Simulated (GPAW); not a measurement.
**One shape, several levels: SiH4Se (SMILES [SiH3][SeH])**

Aim: a comparison of 4 runs (PBE/real-space grid, RPBE/real-space grid, PBEsol/sz(dzp), PBE/dzp) of SiH4Se. Input form: an ASE script.

The calculation is run with GPAW 26.7.0.

4 further runs of the same task are left out: 2 that didn't finish, 2 set aside as unsound or not needed.

### 1 Starting point

The species is SiH4Se (6 atoms), meant as a singlet with charge 0. SMILES: `[SiH3][SeH]`. The coordinates come from a PBE0-D4/def2-TZVP relaxation.

Bond lengths: Si1–Se2 2.279 Å, Si1–H3 1.484 Å, Si1–H4 1.483 Å, Si1–H5 1.484 Å, Se2–H6 1.469 Å. Angles: Si1–Se2–H6 93.0°, Se2–Si1–H3 111.5°, Se2–Si1–H4 104.9°, Se2–Si1–H5 111.4°, H3–Si1–H4 110.0°, H3–Si1–H5 109.1°, H4–Si1–H5 110.0°.

### 2 The charge distribution at PBE/real-space grid (scalar-relativistic datasets) (run 1)

Input file run.xyz:

```xyz
6

Si    -0.244700    -0.234500    -0.474600
Se     0.898700    -0.252100     1.496900
H     -1.605500     0.334200    -0.308700
H     -0.336900    -1.659600    -0.873400
H      0.479900     0.537800    -1.514300
H      0.850600     1.210300     1.627900
```

Input file run_sp.py:

```python
import numpy as np
from ase.io import read
from ase.units import Debye
from gpaw import GPAW

mol = read("run.xyz")
mol.center(vacuum=4.5)

dft = GPAW(mode="fd", h=0.18, xc="PBE", maxiter=150, txt="-")
mol.calc = dft

energy = mol.get_potential_energy()
print(f"Energy                  {energy:.5f} eV")
forces = mol.get_forces()
print("Forces (eV/Ang)")
for symbol, f in zip(mol.symbols, forces):
    print(f'{symbol:2} {f[0]:9.4f} {f[1]:9.4f} {f[2]:9.4f}')
dipole = mol.get_dipole_moment() / Debye
print(f"Dipole: {np.linalg.norm(dipole):.3f} D")
homo, lumo = dft.get_homo_lumo()
print(f"HOMO                    {homo:.3f} eV")
print(f"LUMO = {lumo:.3f} eV")
print(f"Gap                     {lumo - homo:.3f} eV")
```

Command:

```sh
python run_sp.py
```

Log:

```text
[...]
Number of symmetries: 1
[...]
  Number of IBZ points: 1
[...]
Spin-components: 1 (collinear spins)
Bands:           12
[...]
  Valence electrons: 14.0
[...]
  Grid points: [64 64 68]
  Charge: 0.0  # |e|
[...]
    cutoffs:
[...]
occupation numbers:
  # Zero width
[...]
xc functional:
  name: PBE with 2 nearest neighbor stencil
[...]
|iter     |     time |      energy | eigst |  dens |
[...]
|iter:   1| 00:00:07 |  -23.596089 | +1.07 |       |
[...]
|iter:  14| 00:00:29 |  -22.527959c| -7.75c| -6.07c|
Converged in 14 steps
[...]
Energy contributions relative to reference atoms: (reference = -74039.837030)
Energy contributions:
  Kinetic:          29.928910
  Coulomb:         -32.257194
  Zero:             -0.039662
  External:          0.000000
  Xc:              -20.160013
  Entropy:           0.000000
  Spinorbit:         0.000000
  ----------------------------
  Free energy:     -22.527959
  Extrapolated:    -22.527959
dipole moment: (-0.062032, 0.098199, -0.092981)  # |e|*Ang
Fermi level: -3.594
Eigenvalues  # (at kpt = [0.000, 0.000, 0.000])
| band index |      eig [eV] | occ [0-2] |
|------------|---------------|-----------|
|          0 |       -18.140 |     2.000 |
|          1 |       -13.296 |     2.000 |
|          2 |        -9.948 |     2.000 |
|          3 |        -8.819 |     2.000 |
|          4 |        -8.585 |     2.000 |
|          5 |        -7.925 |     2.000 |
|          6 |        -5.968 |     2.000 |
|          7 |        -1.221 |     0.000 |
|          8 |        -1.070 |     0.000 |
|          9 |        -0.087 |     0.000 |
|         10 |         0.001 |     0.000 |
|         11 |         0.036 |     0.000 |
Gap: 4.747 eV
Transition (v -> c):
[...]
Forces (eV/Ang)
Si   -0.0300    0.0650   -0.0349
Se    0.1301   -0.4036    0.2396
H    -0.1760    0.0620    0.0036
H    -0.0010   -0.1743   -0.0368
H     0.0786    0.0887   -0.1462
H    -0.0136    0.3035    0.0045
Dipole: 0.715 D
HOMO                    -5.968 eV
LUMO = -1.221 eV
Gap                     4.747 eV
```

Wall time 30 s (1 thread of Arm Neoverse V1, shared host); peak memory 0.66 GiB.

### 3 The solvation energy at RPBE/real-space grid (scalar-relativistic datasets, Held-Walter continuum water) (run 2)

Input file h4sesi_solv.py:

```python
import numpy as np
from ase import Atoms
from ase.units import Bohr, Debye, Pascal, kcal, m, mol
from gpaw import GPAW
from gpaw.solvation import EffectivePotentialCavity, GradientSurface, LinearDielectric, Power12Potential, SolvationGPAW, SurfaceInteraction
from gpaw.utilities.adjust_cell import adjust_cell

# Geometry
positions_bohr = np.array(
              [[ -0.462416,  -0.443141,  -0.896864],
               [  1.698297,  -0.476400,   2.828731],
               [ -3.033955,   0.631546,  -0.583358],
               [ -0.636649,  -3.136189,  -1.650487],
               [  0.906880,   1.016295,  -2.861612],
               [  1.607401,   2.287136,   3.076285]])
system = Atoms(['Si', 'Se', 'H', 'H', 'H', 'H'], positions=positions_bohr * Bohr)
adjust_cell(system, 4.5, h=0.2)

# Calculator
calc = GPAW(mode='fd', h=0.2, xc='RPBE', maxiter=100, legacy_gpaw=True, txt='h4sesi.txt')
system.calc = calc
e_gas = system.get_potential_energy()
mu_gas = np.linalg.norm(system.get_dipole_moment()) / Debye

# Implicit water
solvent = dict(cavity=EffectivePotentialCavity(effective_potential=Power12Potential(atomic_radii={'H': 1.09}, u0=0.18),
                                               temperature=298.15, surface_calculator=GradientSurface()),
               dielectric=LinearDielectric(epsinf=78.36),
               interactions=[SurfaceInteraction(surface_tension=18.4e-3 * Pascal * m)])
calc = SolvationGPAW(mode='fd',
                     maxiter=100,
                     h=0.2,
                     xc='RPBE',
                     txt='solvated.txt',
                     **solvent)
system.calc = calc
e_sol = system.get_potential_energy()
mu_sol = np.linalg.norm(system.get_dipole_moment()) / Debye
dg = (e_sol - e_gas) / (kcal / mol)
print(f'Solvation free energy   {dg:.2f} kcal/mol')
print(f'Dipole {mu_gas:.3f} D in gas, {mu_sol:.3f} D in solution')
```

Command:

```sh
python h4sesi_solv.py
```

Log:

```text
Solvation free energy   -0.05 kcal/mol
Dipole 0.696 D in gas, 1.118 D in solution
```

h4sesi.txt:

```text
___ ___ ___ _ _ _
 |   |   |_  | | | |
 | | | | | . | | | |
 |__ |  _|___|_____|  26.7.0
 |___|_|

units:  Angstrom and eV
cores:  1
OpenMP: False

Versions:
  Python: 3.12.14
  ASE:    3.29.0
  Numpy:  2.5.5
  Scipy:  1.18.1
  Libxc:  7.0.0

        _gpaw.cpython-312-aarch64-linux-gnu.so

Input parameters:
  h: 0.2
  maxiter: 100
  mode: fd
  xc: RPBE

System changes: positions, numbers, cell, pbc, initial_charges, initial_magmoms

Initialize ...

species:
  Si:
    name:    Silicon
    Z:       14.0
    valence: 4
    core:    10
    charge:  0.0  # [|e|]
    file:    Si.RPBE.gz
    compensation charges:
      type: gauss
      rc: 0.33  # [Å]
      lmax: 2
    cutoffs:
      filter: 1.86  # [Å]
      core: 2.06  # [Å]
    projectors
    | kind |    occ | energy [eV] | rcut [Å] |
    |------|--------|-------------|----------|
    |   3s |  2.000 |     -10.793 |    1.058 |
    |   3p |  2.000 |      -4.075 |    1.058 |
    |    s |        |      16.418 |    1.058 |
    |    p |        |      23.136 |    1.058 |
    |    d |        |       0.000 |    1.058 |

[... 50 lines left out ...]
Reference energy: -74050.308406  # eV
[... 3 lines left out ...]
Convergence criteria:
 Maximum [total energy] change in last 3 cyles: 0.0005 eV / valence electron
[... 4 lines left out ...]
 the SCF output indicates the quantity has converged.)
[... 9 lines left out ...]
       k-points in crystal coordinates                weights
[... 61 lines left out ...]
Bands to converge: occupied
[... 62 lines left out ...]
Converged after 20 iterations.
[... 1 line left out ...]
Dipole moment: (-0.060619, 0.095629, -0.090532) |e|*Ang
[... 11 lines left out ...]
Free energy:    -21.971140
[... 90 lines left out ...]
Memory usage: 473.50 MiB
```

solvated.txt:

```text
___ ___ ___ _ _ _
 |   |   |_  | | | |
 | | | | | . | | | |
 |__ |  _|___|_____|  26.7.0
 |___|_|

units:  Angstrom and eV
cores:  1
OpenMP: False

Versions:
  Python: 3.12.14
  ASE:    3.29.0
  Numpy:  2.5.5
  Scipy:  1.18.1
  Libxc:  7.0.0

        _gpaw.cpython-312-aarch64-linux-gnu.so

Input parameters:
  h: 0.2
  maxiter: 100
  mode: fd
  xc: RPBE

Implicit solvation parameters:
Cavity:  EffectivePotentialCavity
  Surface Calculator: GradientSurface with 3 nn
  Volume Calculator: None
  EffectivePotentialCavity
    Potential: Power12Potential
      u0: 0.18eV
      pbc_cutoff: 1e-06
      tiny: 1e-10
    temperature: 298.15K
Dielectric:
  Type: LinearDielectric
  Solvent dielectric constant: 78.36
Interaction: SurfaceInteraction
  subscript: surf
  Surface_tension: 0.0011484376791625194 eV/(Angstrom^2)

System changes: positions, numbers, cell, pbc, initial_charges, initial_magmoms

Initialize ...

[... 78 lines left out ...]
Convergence criteria:
[... 5 lines left out ...]
 the SCF output indicates the quantity has converged.)
[... 40 lines left out ...]
  Poisson solver: Jacobi weighted FD solver with dielectric and 4 multi-grid levels
[... 3 lines left out ...]
      Finite-difference x-derivative with O(h^6) error (6 points)
      Finite-difference y-derivative with O(h^6) error (6 points)
      Finite-difference z-derivative with O(h^6) error (6 points)
[... 114 lines left out ...]
Converged after 20 iterations.
[... 14 lines left out ...]
Free energy:    -21.973170
[... 76 lines left out ...]
Memory usage: 813.67 MiB
```

Wall time 94 s (1 thread of Arm Neoverse V1, shared host); peak memory 0.8 GiB.

### 4 The solvation energy at PBEsol/sz(dzp) (scalar-relativistic datasets, Held-Walter continuum water) (run 3)

Input file run.py:

```python
import numpy as np
from ase import Atoms
from ase.units import Bohr, Debye, Pascal, kcal, m, mol
from gpaw import GPAW, setup_paths
from gpaw.atom.configurations import parameters
from gpaw.atom.generator import Generator
from gpaw.solvation import EffectivePotentialCavity, GradientSurface, LinearDielectric, Power12Potential, SolvationGPAW, SurfaceInteraction

# Atomic positions
positions_bohr = np.array(
              [[ -0.462416,  -0.443141,  -0.896864],
               [  1.698297,  -0.476400,   2.828731],
               [ -3.033955,   0.631546,  -0.583358],
               [ -0.636649,  -3.136189,  -1.650487],
               [  0.906880,   1.016295,  -2.861612],
               [  1.607401,   2.287136,   3.076285]])
atoms = Atoms(['Si', 'Se', 'H', 'H', 'H', 'H'], positions=positions_bohr * Bohr)
atoms.set_cell([14.0, 14.0, 14.0])
atoms.center()

# PAW datasets for this functional
for symbol in ['H', 'Se', 'Si']:
    Generator(symbol, xcname='PBEsol', scalarrel=True, nofiles=True, txt=None).run(**parameters[symbol])
setup_paths.insert(0, '.')

# DFT calculator
calc = GPAW(mode='lcao',
            basis='sz(dzp)',
            h=0.2,
            xc='PBEsol',
            maxiter=150,
            legacy_gpaw=True,
            txt='-')
atoms.calc = calc
e_gas = atoms.get_potential_energy()
mu_gas = np.linalg.norm(atoms.get_dipole_moment()) / Debye

# Implicit water
solvent = dict(cavity=EffectivePotentialCavity(effective_potential=Power12Potential(atomic_radii={'H': 1.09}, u0=0.18),
                                               temperature=298.15, surface_calculator=GradientSurface()),
               dielectric=LinearDielectric(epsinf=78.36),
               interactions=[SurfaceInteraction(surface_tension=18.4e-3 * Pascal * m)])
calc = SolvationGPAW(mode='lcao',
                     basis='sz(dzp)',
                     h=0.2,
                     xc='PBEsol',
                     maxiter=150,
                     txt='-',
                     **solvent)
atoms.calc = calc
e_sol = atoms.get_potential_energy()
mu_sol = np.linalg.norm(atoms.get_dipole_moment()) / Debye
dg = (e_sol - e_gas) / (kcal / mol)
print(f'Solvation free energy: {dg:.2f} kcal/mol')
print(f'Dipole {mu_gas:.3f} D in gas, {mu_sol:.3f} D in solution')
```

Command:

```sh
python3 run.py
```

Log:

```text
[...]
    cutoffs:
[...]
  Total Charge: 0.000000
[...]
Number of atoms: 6
[...]
Number of bands in calculation: 12
Number of valence electrons: 14
[...]
iter:   1 hh:mm:ss   -18.520833        c
[...]
Converged after 9 iterations.
Dipole moment: (0.017685, 0.107506, 0.045788) |e|*Ang
[...]
Fermi level: -4.22387
[...]
      Finite-difference x-derivative with O(h^6) error (6 points)
      Finite-difference y-derivative with O(h^6) error (6 points)
      Finite-difference z-derivative with O(h^6) error (6 points)
    Max iterations: 1000
[...]
iter:   8 hh:mm:ss   -17.624891c       c -4.00c
Converged after 8 iterations.
Dipole moment: (0.012441, 0.169218, 0.045466) |e|*Ang
Energy contributions relative to reference atoms: (reference = -73979.005966)
Kinetic:         +2.855437
Potential:       -7.064180
External:        +0.000000
XC:             -13.548830
Entropy (-ST):   +0.000000
Local:           -0.003592
Interactions
 surf:           +0.136274
--------------------------
Free energy:    -17.624891
Extrapolated:   -17.624891
Solvation cavity surface area: 118.66064
[...]
 Band  Eigenvalues  Occupancy
    0    -19.27929    2.00000
    1    -15.03554    2.00000
    2    -10.70069    2.00000
    3    -10.09358    2.00000
    4     -9.73307    2.00000
    5     -8.53185    2.00000
    6     -6.23158    2.00000
    7     -1.49360    0.00000
    8      0.16157    0.00000
    9      1.30572    0.00000
   10      1.72837    0.00000
   11      1.83986    0.00000
Fermi level: -3.86259
Gap: 4.738 eV
Transition (v -> c):
  (s=0, k=0, n=6, [0.00, 0.00, 0.00]) -> (s=0, k=0, n=7, [0.00, 0.00, 0.00])
No difference between direct/indirect transitions
Solvation free energy: -1.04 kcal/mol
Dipole 0.568 D in gas, 0.844 D in solution
```

It took 69 s on 1 thread of Arm Neoverse V1, shared host; peak memory 0.95 GiB.

### 5 The charge distribution at PBE/dzp (scalar-relativistic datasets) (run 4)

Input file run.py:

```python
import numpy as np
from ase import Atoms
from ase.units import Debye
from gpaw import GPAW

# Geometry
system = Atoms(['Si', 'Se', 'H', 'H', 'H', 'H'],
    positions=[[ -0.244700,  -0.234500,  -0.474600],
               [  0.898700,  -0.252100,   1.496900],
               [ -1.605500,   0.334200,  -0.308700],
               [ -0.336900,  -1.659600,  -0.873400],
               [  0.479900,   0.537800,  -1.514300],
               [  0.850600,   1.210300,   1.627900]])
system.center(vacuum=4.5)

# Ground state
calc = GPAW(mode='lcao', h=0.18, xc='PBE', basis='dzp', maxiter=150, txt='-')
system.calc = calc

energy = system.get_potential_energy()
print(f'Energy = {energy:.5f} eV')
forces = system.get_forces()
print('Forces (eV/Ang)')
for symbol, f in zip(system.symbols, forces):
    print(f'{symbol:2} {f[0]:9.4f} {f[1]:9.4f} {f[2]:9.4f}')
dipole = system.get_dipole_moment() / Debye
print(f'Dipole: {np.linalg.norm(dipole):.3f} D')
homo, lumo = calc.get_homo_lumo()
print(f'HOMO = {homo:.3f} eV')
print(f'LUMO                    {lumo:.3f} eV')
print(f'Gap: {lumo - homo:.3f} eV')
```

Command:

```sh
python3 run.py
```

Log:

```text
[...]
Number of symmetries: 1
[...]
  Number of IBZ points: 1
[...]
basis functions: 46
Spin-components: 1 (collinear spins)
Bands:           12
[...]
  Valence electrons: 14.0
[...]
  Grid points: [64 64 68]
  Charge: 0.0  # |e|
[...]
    cutoffs:
[...]
occupation numbers:
  # Zero width
[...]
xc functional:
  name: PBE with 2 nearest neighbor stencil
[...]
|iter     |     time |      energy | eigst |  dens |
[...]
|iter:   1| 00:00:08 |  -22.478122 |      c|       |
[...]
|iter:   9| 00:00:14 |  -21.728010c|      c| -4.61c|
Converged in 9 steps
[...]
Energy contributions relative to reference atoms: (reference = -74039.837030)
Energy contributions:
  Kinetic:          28.299755
  Coulomb:         -29.702075
  Zero:             -0.026147
  External:          0.000000
  Xc:              -20.299543
  Entropy:           0.000000
  Spinorbit:         0.000000
  ----------------------------
  Free energy:     -21.728010
  Extrapolated:    -21.728010
dipole moment: (-0.043328, 0.108439, -0.058125)  # |e|*Ang
Fermi level: -3.054
Eigenvalues  # (at kpt = [0.000, 0.000, 0.000])
| band index |      eig [eV] | occ [0-2] |
|------------|---------------|-----------|
|          0 |       -17.879 |     2.000 |
|          1 |       -13.183 |     2.000 |
|          2 |        -9.728 |     2.000 |
|          3 |        -8.658 |     2.000 |
|          4 |        -8.426 |     2.000 |
|          5 |        -7.677 |     2.000 |
|          6 |        -5.590 |     2.000 |
|          7 |        -0.519 |     0.000 |
|          8 |        -0.130 |     0.000 |
|          9 |         0.911 |     0.000 |
|         10 |         1.135 |     0.000 |
|         11 |         1.496 |     0.000 |
Gap: 5.071 eV
Transition (v -> c):
[...]
Forces (eV/Ang)
Si    0.0718    0.1099    0.1476
Se    0.2204   -0.5964    0.2769
H    -0.3704    0.1323   -0.0246
H    -0.0211   -0.3473   -0.1074
H     0.1437    0.1852   -0.3188
H    -0.0311    0.5339    0.0064
Dipole: 0.627 D
HOMO = -5.590 eV
LUMO                    -0.519 eV
Gap: 5.071 eV
```

Wall time 14 s (1 thread of Arm Neoverse V1, shared host); peak memory 0.68 GiB.

### 6 All runs side by side

| run | level | task | grid spacing | energy (Eh) | dipole moment (D) | HOMO energy (eV) | LUMO energy (eV) | wall time |
| --- | --- | --- | --- | --- | --- | --- | --- | --- |
| 1 | PBE/real-space grid (scalar-relativistic datasets) | properties | 0.18 | -2721.741712 | 0.71 | -5.97 | -1.22 | 30 s |
| 2 | RPBE/real-space grid (scalar-relativistic datasets, Held-Walter continuum water) | solvation | 0.2 | -2722.106140 | 1.12 | -5.82 | -0.96 | 94 s |
| 3 | PBEsol/sz(dzp) (scalar-relativistic datasets, Held-Walter continuum water) | solvation | 0.2 | -2719.326027 | 0.84 | -6.23 | -1.49 | 69 s |
| 4 | PBE/dzp (scalar-relativistic datasets) | properties | 0.18 | -2721.712314 | 0.63 | -5.59 | -0.52 | 14 s |

### 7 What came out

| quantity | value |
| --- | --- |
| run 4: energy as printed (from the program's reference atoms) | -21.7280 eV |
| run 4: dipole moment | 0.63 D |
| run 4: HOMO energy | -5.59 eV |
| run 4: LUMO energy | -0.52 eV |
| run 4: HOMO–LUMO gap | 5.07 eV |
| run 4: largest force on an atom | 0.693 eV/Å |

In words: The dipole moment (its size) runs from 0.63 D (PBE/dzp) to 1.12 D (RPBE/real-space grid). The two ends differ in method and basis and solvent. The HOMO–LUMO gap runs from 4.74 eV (PBEsol/sz(dzp)) to 5.07 eV (PBE/dzp). Totals of different functionals can't be ranked against each other. All runs together took 3.5 min, the longest 94 s.
